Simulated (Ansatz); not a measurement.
# Zr3MoC: the cost of one run

Program: Ansatz 0.2.0. Level of theory: DFT PBE, scalar-relativistic, plane waves, PAW. These are calculated values, not measurements.

3 further runs of the same task are left out: 2 that didn't finish, 1 set aside as unsound or not needed.

### 1 The system as given

The structure is cubic, space group Pm-3m (No. 221). The conventional cell has a = 4.943 Å, b = 4.943 Å, c = 4.943 Å, α = 90.00°, β = 90.00°, γ = 90.00°. Zr (site symmetry 4/mmm) has 2 Mo at 2.47 Å and 8 Zr at 3.49 Å and 4 C at 3.49 Å as nearest neighbours. Mo (site symmetry m-3m) has 6 Zr at 2.47 Å as nearest neighbours. C (site symmetry m-3m) has 12 Zr at 3.49 Å as nearest neighbours.

Structure file:

```xyz
5
Lattice="4.9425 0.0000 0.0000 0.0000 4.9425 0.0000 0.0000 0.0000 4.9425" Properties=species:S:1:pos:R:3 pbc="T T T"
Zr    2.4713    0.0000    0.0000
Zr    0.0000    2.4713    0.0000
Zr    0.0000    0.0000    2.4713
Mo    0.0000    0.0000    0.0000
C     2.4713    2.4713    2.4713
```

The cell was relaxed beforehand at this level, from a generated guess; it is a trial structure. At a tolerance of 0.05 Å it has space group Pm-3m (No. 221); it has 24.15 Å³/atom, an uncorrected energy of +1.88 eV/atom over the elements.

### 2 Electronic structure at the relaxed geometry

File input.yaml:

```yaml
crystal:
  lattice:
    - [4.9425091053, 0.0, 0.0]
    - [0.0, 4.9425091053, 0.0]
    - [0.0, 0.0, 4.9425091053]
  atoms:
    - { symbol: Zr, position: [0.5, 0.0, 0.0] }
    - { symbol: Zr, position: [0.0, 0.5, 0.0] }
    - { symbol: Zr, position: [0.0, 0.0, 0.5] }
    - { symbol: Mo, position: [0.0, 0.0, 0.0] }
    - { symbol: C, position: [0.5, 0.5, 0.5] }
basis:
  ecutwfc: 420
kpoints:
  mp_grid: { grid: [8, 8, 8] }
  band_path:
    path:
      - [[0.0, 0.0, 0.0], [0.0, 0.5, 0.0], [0.5, 0.5, 0.0], [0.0, 0.0, 0.0], [0.5, 0.5, 0.5], [0.0, 0.5, 0.0]]
      - [[0.5, 0.5, 0.5], [0.5, 0.5, 0.0]]
    npoints: 14
hamiltonian:
  xc: pbe
scf:
  occupations: { method: gaussian, width: 0.1 }
  n_extra_bands: 12
output:
  forces: true
  stress: true
  eigenvalues: true
  populations: true
  dos: { projected: true, de: 0.02, nscf_kmesh: { grid: [12, 12, 12] } }
  bader: true
  write_density: true
  write_potential: true
  elf: true
  volumetric_format: npy
```

Started as:

```bash
$ ansatz run input.yaml --threads 1 --pin off --max-ram 2048MiB --backend cpu --events-out ev --progress --plain --runs-dir out
```

**Question.** How long does this run take on 1 thread of Intel Xeon Platinum 8375C at 2.90GHz (Ice Lake), shared host, and how much memory does it need?

About 84 s, with a peak of 0.57 GiB.
